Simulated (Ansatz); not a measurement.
# BaLaS: the cost of one run

Method: DFT PBE, scalar-relativistic, plane waves, PAW, in Ansatz 0.2.0.

**1. The starting structure**

Symmetry: P4/mmm, No. 123, tetragonal system. Conventional cell: a = 4.010 Å, b = 4.010 Å, c = 6.412 Å, α = 90.00°, β = 90.00°, γ = 90.00°. Around Ba (site symmetry 4/mmm) lie 4 S at 2.84 Å and 2 La at 3.21 Å. La (site symmetry 4/mmm) is surrounded by 2 Ba at 3.21 Å. S (site symmetry 4/mmm) has 4 Ba at 2.84 Å as nearest neighbours.

Coordinates:

```cif
data_structure
_symmetry_space_group_name_H-M 'P 1'
_symmetry_Int_Tables_number 1
_cell_length_a 4.0097
_cell_length_b 4.0097
_cell_length_c 6.4116
_cell_angle_alpha 90.000
_cell_angle_beta 90.000
_cell_angle_gamma 90.000
_cell_volume 103.08
loop_
_atom_site_label
_atom_site_type_symbol
_atom_site_fract_x
_atom_site_fract_y
_atom_site_fract_z
_atom_site_occupancy
Ba1 Ba 0.50000 0.50000 0.00000 1
La1 La 0.50000 0.50000 0.50000 1
S1 S 0.00000 0.00000 0.00000 1
```

Recipe of the guess: random cell by space group and Wyckoff sites (P4/mmm, No. 123). Its size is a rough estimate.

**2. A first look at the guess**

input.yaml

```yaml
crystal:
  lattice:
    - [4.00970179, 0.0, 0.0]
    - [0.0, 4.00970179, 0.0]
    - [0.0, 0.0, 6.41158677]
  atoms:
    - { symbol: Ba, position: [0.5, 0.5, 0.0] }
    - { symbol: La, position: [0.5, 0.5, 0.5] }
    - { symbol: S, position: [0.0, 0.0, 0.0] }
basis:
  ecutwfc: 420
kpoints:
  mp_grid: { grid: [4, 4, 4] }
hamiltonian:
  xc: pbe
scf:
  occupations: { method: gaussian, width: 0.1 }
  lower_state_search: "off"
output:
  forces: true
  stress: true
  eigenvalues: true
```

Command:

```bash
ansatz run input.yaml --threads 1 --pin off --max-ram 2048MiB --backend cpu --events-out ev --progress --plain --runs-dir out
```

What time and memory should one allow on 1 thread of Arm Neoverse V2, shared host?

About 2.4 s, with a peak of 0.37 GiB.
